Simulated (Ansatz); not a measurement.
# Au2: geometry and frequencies at several levels

The task, for Au2: geometry and frequencies at several levels.

Program: Ansatz 0.2.0. Level of theory: the levels named in each step. These are calculated values, not measurements.

## Step 1: The structure to begin with

Bond lengths: Au1–Au2 2.497 Å.

As a file:

```xyz
2

Au    0.0000    0.0000    0.0000
Au    0.0000    0.0000    2.4968
```

## Step 2: A rough first relaxation, PBE-D4/def2-SVP

Contents of input.yaml:

```yaml
crystal:
  periodic: [false, false, false]
  atoms:
    - { symbol: Au, position_ang: [0.0, 0.0, 0.0] }
    - { symbol: Au, position_ang: [0.0, 0.0, 2.4968] }
basis:
  gaussian: { orbitals: def2-SVP }
hamiltonian:
  xc: pbe
  dispersion: d4
relax:
  f_tol: 0.03
  max_steps: 200
```

Launch:

```console
> ansatz run input.yaml --threads 2 --pin off --max-ram 5120MiB --backend cpu --events-out ev --progress --plain --runs-dir out
```

After this run come: Relaxation, HF/def2-SVP; Frequencies, HF/def2-SVP; Relaxation, LDA/def2-SVP; Frequencies, LDA/def2-SVP; Relaxation, PBE-D4/def2-SVP; Frequencies, PBE-D4/def2-SVP.

Q: Predict the outcome of this session. Wanted: Au1–Au2 at PBE-D4/def2-SVP; frequencies at PBE-D4/def2-SVP.

**Answer**, as computed:

```
                      quantity     value
    Au1–Au2 at PBE-D4/def2-SVP   2.546 Å
frequencies at PBE-D4/def2-SVP  168 cm⁻¹
```

What this shows: The Au–Au distance spreads over 0.134 Å, from LDA/def2-SVP (shortest) to HF/def2-SVP. No mode is imaginary, so the geometry is a minimum. Heavy atoms carry effective core potentials in def2 sets, and spin-orbit coupling is left out.
